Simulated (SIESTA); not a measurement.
The system is Ta4C3.

```
Ta C
1.0
     4.44528    0.00000    0.00000
     0.00000    4.44528    0.00000
     0.00000    0.00000    4.44528
Ta C
4 3
Direct
  0.00000 0.00000 0.00000
  0.50000 0.50000 0.00000
  0.50000 0.00000 0.50000
  0.00000 0.50000 0.50000
  0.00000 0.00000 0.50000
  0.00000 0.50000 0.00000
  0.50000 0.00000 0.00000
```

The cell comes from a database or a generator and needn't be the stable form of this composition.

- Program: SIESTA 5.4.2
- Task: single point
- Functional: PBEsol
- Potentials or basis: PseudoDojo 0.4 standard (PBEsol files)
- Basis: DZP (energy shift 0.003 Ry; two zetas on semicore shells)
- Grid cutoff: 800 Ry
- Energy shift: 0.003 Ry
- k mesh: 6 × 6 × 6
- Occupations: fermi-dirac, width 0.05 eV
- Spin: no spin polarisation

On this cell: pressure -5.9 GPa; largest force zero by symmetry; band gap on the k mesh none (metal or under the smearing width).

The same run follows on a disturbed copy (atoms moved at random, drawn with an rms of 0.05 Å):

```xyz
7
Lattice="4.4453 0.0000 0.0000 0.0000 4.4453 0.0000 0.0000 0.0000 4.4453" Properties=species:S:1:pos:R:3 pbc="T T T"
Ta    0.0118   -0.0369   -0.0474
Ta    2.2362    2.1750    0.0153
Ta    2.2575    0.0298    2.2538
Ta   -0.0322    2.1760    2.2719
C    -0.0445    0.0216    2.2583
C     0.0003    2.2387   -0.0096
C     2.2158   -0.0281    0.0379
```

What does the disturbed cell give?

The energy (extrapolated to zero smearing) moves by +26.2 meV/atom; pressure -4.4 GPa; largest force 1.412 eV/Å; band gap on the k mesh none (metal or under the smearing width).

Forces on the atoms (eV/Å):
```
Ta  -0.103  0.368  1.295
Ta  -0.257  0.582  0.127
Ta  -1.121 -0.299 -0.213
Ta   0.227  0.968 -1.003
C    0.937 -0.807 -0.642
C    0.099 -0.741  0.643
C    0.217 -0.076 -0.203
```

Stress tensor (GPa, compression positive):
```
-4.53  0.09  0.31
 0.09 -4.46 -0.06
 0.31 -0.06 -4.29
```

Caveats: short orbitals over semicore shells can move pressures by several GPa; the basis of atomic orbitals isn't converged, which shifts pressures, moduli and gaps.
